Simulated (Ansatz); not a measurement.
# AlH₄NO₂: one species, many methods

How much do the methods differ for AlH₄NO₂? The plan is to run it at one geometry with functionals of several rungs and with coupled cluster, and see how far each lands from CCSD(T) at the basis-set limit for the atomisation energy.

Program: Ansatz 0.2.0, Gaussian basis. Level of theory: functionals in def2-TZVPP, the program's frozen cores in correlated methods. These are calculated values, not measurements.

Plan: LDA (SPW92), PBE-D4, revPBE-D4, BLYP-D4, r2SCAN-D4, B97M-V, PBE0-D4, B3LYP-D4, r2SCANh-D4, r2SCAN0-D4, HSE06-D4, BHLYP-D4, CAM-B3LYP-D4, LC-ωPBE, ωB97X-V, ωB97M-V, B2PLYP, PBE-QIDH; CCSD(T)/def2-SVP; CCSD(T)/def2-TZVPP; CCSD(T)/def2-QZVPP; extrapolation to the limit; RPA on PBE.

## Step 1: Structure used throughout

All runs share one geometry, relaxed beforehand with PBE0-D4 in a triple-zeta def2 set.

SMILES `[NH2][Al]([OH])[OH]`, 8 atoms, charge 0, spin multiplicity 1.

Atoms are counted from 1 here; the program's logs count them from 0.

Bond lengths: N1–Al2 1.760 Å, N1–H5 1.005 Å, N1–H6 1.006 Å, Al2–O3 1.695 Å, Al2–O4 1.692 Å, O3–H7 0.954 Å, O4–H8 0.955 Å. Angles: Al2–N1–H5 126.0°, Al2–N1–H6 123.5°, H5–N1–H6 110.5°, N1–Al2–O3 123.6°, N1–Al2–O4 117.6°, O3–Al2–O4 118.8°, Al2–O3–H7 124.8°, Al2–O4–H8 122.2°.

## Step 2: LDA

This LDA is Slater exchange with PW92 correlation.

File in.yaml:

```yaml
crystal:
  periodic: [false, false, false]
  atoms:
    - {symbol: N, position_ang: [-0.453429, 1.370910, 0.159025]}
    - {symbol: Al, position_ang: [0.021873, -0.314298, -0.015219]}
    - {symbol: O, position_ang: [1.569448, -0.806071, -0.500936]}
    - {symbol: O, position_ang: [-1.140118, -1.496126, 0.324229]}
    - {symbol: H, position_ang: [0.132756, 2.170044, -0.009024]}
    - {symbol: H, position_ang: [-1.372578, 1.661963, 0.447701]}
    - {symbol: H, position_ang: [2.286991, -0.213761, -0.712702]}
    - {symbol: H, position_ang: [-0.952843, -2.429760, 0.251225]}
basis:
  gaussian: {orbitals: def2-TZVPP}
hamiltonian: {xc: lda}
output: {orbitals: {seedname: orbitals}}
```

Command:

```
ansatz run in.yaml --threads 2 --pin off --events-out ev --progress --plain --max-ram 32768MiB --backend cpu
```

After this run come: PBE-D4 (GGA); revPBE-D4 (GGA); BLYP-D4 (GGA); r2SCAN-D4 (meta-GGA); B97M-V (meta-GGA); PBE0-D4 (hybrid); B3LYP-D4 (hybrid); r2SCANh-D4 (hybrid); r2SCAN0-D4 (hybrid); HSE06-D4 (hybrid); BHLYP-D4 (hybrid); CAM-B3LYP-D4 (range-separated); LC-ωPBE (range-separated); ωB97X-V (range-separated); ωB97M-V (range-separated); B2PLYP (double hybrid); PBE-QIDH (double hybrid); CCSD(T) in def2-SVP; CCSD(T) in def2-TZVPP; CCSD(T) in def2-QZVPP; RPA on PBE orbitals.

Before running them: what should the planned runs give, taken together? Wanted: atomisation energy, CCSD(T)/CBS; farthest beyond LDA; mean size of error, GGA; mean size of error, meta-GGA; mean size of error, hybrid; mean size of error, range-separated; mean size of error, double hybrid; gap, smallest and largest; T1 diagnostic.

As calculated:

```
                               quantity                                   value
        atomisation energy, CCSD(T)/CBS                           3035.8 kJ/mol
 functionals within 15.2 kJ/mol (0.5 %)  PBE-D4, BLYP-D4, CAM-B3LYP-D4, ωB97M-V
                    farthest beyond LDA                BHLYP-D4 (-152.3 kJ/mol)
                mean size of error, GGA                             35.0 kJ/mol
           mean size of error, meta-GGA                             29.9 kJ/mol
             mean size of error, hybrid                             80.4 kJ/mol
    mean size of error, range-separated                             19.2 kJ/mol
      mean size of error, double hybrid                             64.1 kJ/mol
              gap, smallest and largest   4.75 eV (BLYP-D4), 12.24 eV (LC-ωPBE)
                          T1 diagnostic                                  0.0113
triples share of the correlation energy                                   3.3 %
```

The LDA atomisation energy is off by 413.7 kJ/mol (14 %): it overbinds. PBE-D4 is off by +12.6 kJ/mol. Double hybrids carry the basis error of their MP2 part in triple zeta, and no dispersion term here, so their miss is partly the set-up's. By mean error the best rung here is range-separated (19.2 kJ/mol) and the worst beyond LDA is hybrid (80.4 kJ/mol). The mean of the hybrids holds BHLYP, with half exact exchange. Misses under about 15.2 kJ/mol are within the doubt on the reference itself, which lacks core-valence correlation, relativity and higher excitations. Hartree-Fock recovers 68 % of the binding; the rest is correlation. CCSD(T) in def2-SVP is off by -272.3 kJ/mol, so the small basis spoils what the method gains. Orbital gaps span 4.8 to 12.2 eV; exact exchange widens them.
